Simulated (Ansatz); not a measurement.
This script drives Ansatz 0.2.0, Python API.

Script `md.py`:
```python
"""A short Born-Oppenheimer trajectory of BClH4N2."""

import ansatz as az
from ase import Atoms
import numpy as np

atoms = Atoms(["N", "B", "N", "Cl", "H", "H", "H", "H"], positions=[
    (-0.5903, 1.2866, 0.0213),
    (-0.3069, -0.1389, -0.2177),
    (0.6883, -0.8323, 0.6529),
    (-1.0815, -1.0632, -1.5617),
    (-0.3534, 1.8377, -0.8726),
    (-0.0321, 1.6987, 0.7826),
    (0.2678, -1.6487, 1.1102),
    (1.5002, -1.1971, 0.0292),
])
geometry = az.Crystal.molecule_from_ase(atoms)

calculation = (
    geometry.calculation()
    .basis(gaussian="6-31G*")
    .functional("pbe")
    .md("nve", timestep=0.5, steps=30, temperature=300, initial_velocities="maxwell_boltzmann", seed=35)
)
frames = []
calculation.session().plan().execute(on_event=lambda e: frames.append(e["data"]) if e["event"] == "md_step" else None)
print("t (fs)   E_pot (eV)      E_kin (eV)   T (K)   d(0-1) (A)")
for f in frames[::2]:
    xyz = np.array(f["positions_ang"])
    print(f"{f['time_fs']:6.2f} {f['lagrangian_ev']:14.5f} {f['e_kin_ev']:10.5f} {f['temperature_k']:8.1f} {np.linalg.norm(xyz[0] - xyz[1]):9.4f}")
kept = np.array([f["conserved_ev"] for f in frames])
print(f"conserved energy moves by at most {1000 * np.ptp(kept):.3f} meV")
```

It is started by `python md.py`. How long does it take on 1 thread of Arm Neoverse V2, on a shared host, and how much memory does it need?

It took about 52 s, with a peak of 0.18 GiB, for 1 run of the engine.

```console
$ python md.py
t (fs)   E_pot (eV)      E_kin (eV)   T (K)   d(0-1) (A)
  0.00   -16235.97077    0.23267    300.0    1.4729
  1.00   -16235.98823    0.25005    322.4    1.4826
  2.00   -16236.02604    0.28756    370.8    1.4901
  3.00   -16236.06241    0.32285    416.3    1.4947
  4.00   -16236.04852    0.30969    399.3    1.4957
  5.00   -16236.02863    0.29138    375.7    1.4930
  6.00   -16236.07895    0.34048    439.0    1.4866
  7.00   -16236.14043    0.40093    516.9    1.4769
  8.00   -16236.15308    0.41426    534.1    1.4646
  9.00   -16236.14910    0.41099    529.9    1.4505
 10.00   -16236.17248    0.43455    560.3    1.4353
 11.00   -16236.23817    0.50005    644.8    1.4196
 12.00   -16236.32909    0.58969    760.3    1.4041
 13.00   -16236.36950    0.62911    811.2    1.3892
 14.00   -16236.31202    0.57357    739.6    1.3756
 15.00   -16236.25624    0.51899    669.2    1.3640
conserved energy moves by at most 3.146 meV
```

What to keep in mind:
- These settings explore the input space; basis and method may be short of convergence.
- The trajectory is only some femtoseconds long, so its temperature is not equilibrated; where the script doesn't relax first, it starts from a rough generated geometry.
- The temperature counts the internal degrees of freedom alone.

(Lines on the test bed's own set-up are left out of the output.)
